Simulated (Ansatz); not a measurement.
# HfTiSe: the cost of one run

Computed with Ansatz 0.2.0 (DFT PBE, scalar-relativistic, plane waves, PAW, unless a step's input says otherwise).

## Step 1: The starting structure

Symmetry: P-6m2, No. 187, hexagonal system. Conventional cell: a = 4.577 Å, b = 4.577 Å, c = 3.286 Å, α = 90.00°, β = 90.00°, γ = 120.00°. Around Hf (site symmetry -6m2) lie 3 Se at 2.64 Å. Around Ti (site symmetry -6m2) lie 6 Hf at 3.11 Å and 6 Se at 3.11 Å and 2 Ti at 3.29 Å. Around Se (site symmetry -6m2) lie 3 Hf at 2.64 Å and 6 Ti at 3.11 Å.

As a file:

```cif
data_structure
_symmetry_space_group_name_H-M 'P-6m2'
_symmetry_Int_Tables_number 187
_cell_length_a 4.5773
_cell_length_b 4.5773
_cell_length_c 3.2856
_cell_angle_alpha 90.000
_cell_angle_beta 90.000
_cell_angle_gamma 120.000
_cell_volume 59.62
loop_
_atom_site_label
_atom_site_type_symbol
_atom_site_symmetry_multiplicity
_atom_site_Wyckoff_symbol
_atom_site_fract_x
_atom_site_fract_y
_atom_site_fract_z
_atom_site_occupancy
Hf1 Hf 1 e 0.66667 0.33333 0.00000 1
Ti1 Ti 1 b 0.00000 0.00000 0.50000 1
Se1 Se 1 c 0.33333 0.66667 0.00000 1
```

The cell is invented: species swapped into a database cell of HoAgSn (P-6m2, No. 187), with Ti on the Ho sites, Hf on the Ag sites and Se on the Sn sites. The dimensions are guesses.

## Step 2: A first look at the guess

input.yaml

```yaml
crystal:
  lattice:
    - [4.57729485, 0.0, 0.0]
    - [-2.28864743, 3.96405362, 0.0]
    - [0.0, 0.0, 3.28557702]
  atoms:
    - { symbol: Hf, position: [0.66666667, 0.33333333, 0.0] }
    - { symbol: Ti, position: [0.0, 0.0, 0.5], spin: 1.0 }
    - { symbol: Se, position: [0.33333333, 0.66666667, 0.0] }
basis:
  ecutwfc: 420
kpoints:
  mp_grid: { grid: [6, 6, 6] }
hamiltonian:
  xc: pbe
scf:
  occupations: { method: gaussian, width: 0.1 }
  lower_state_search: "off"
output:
  forces: true
  stress: true
  eigenvalues: true
  populations: true
magnetization:
  spin_polarized: true
```

On the command line:

```bash
$ ansatz run input.yaml --threads 1 --pin off --max-ram 2560MiB --backend cpu --events-out ev --progress --plain --runs-dir out
```

What time and memory should one allow on 1 thread of Intel Xeon at 2.50GHz (Skylake/Cascade Lake), shared host?

About 40 s, with a peak of 0.46 GiB.
